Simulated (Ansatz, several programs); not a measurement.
SiC (zincblende), relaxed with r2SCAN in Ansatz (plane waves, PAW): it is cubic, F-43m (No. 216); conventional cell a = 4.356 Å, 10.33 Å³ an atom. Si has 4 C at 1.89 Å; C has 4 Si at 1.89 Å. The cell was then scaled with its shape and fractional coordinates held. The values are computed, spin-unpolarised, and not measurements.

```
V (Å³/atom)  E (meV/atom)
      9.713         29.34
     10.023          7.01
     10.332          0.00
     10.952         23.85
```

Q: Pass a cubic E = c₀ + c₁u + c₂u² + c₃u³, with u = V − 10.255 Å³, through these points.

A: c₀ = 0.43, c₁ = -11.071, c₂ = 71.904, c₃ = -11.2119 (meV and Å³).

Q: Where is the minimum, and what bulk modulus follows?

A: dE/du = 0 at u = +0.078, so V₀ = 10.33 Å³. B = V₀ d²E/dV² = 10.33 × (2c₂ + 6c₃u) = 10.33 × 138.533 = 1432 meV/Å³, and 1 meV/Å³ is 0.16022 GPa: 229 GPa. A third-order Birch-Murnaghan fit to all five points gives 10.33 Å³ and 227 GPa.

Q: Predict the energy and the pressure at the withheld volume, 10.642 Å³.

A: With u = +0.387: E ≈ 6.26 meV and P = −dE/dV ≈ -6.34 GPa. The run gives 6.21 meV and, from its stress, -6.31 GPa.
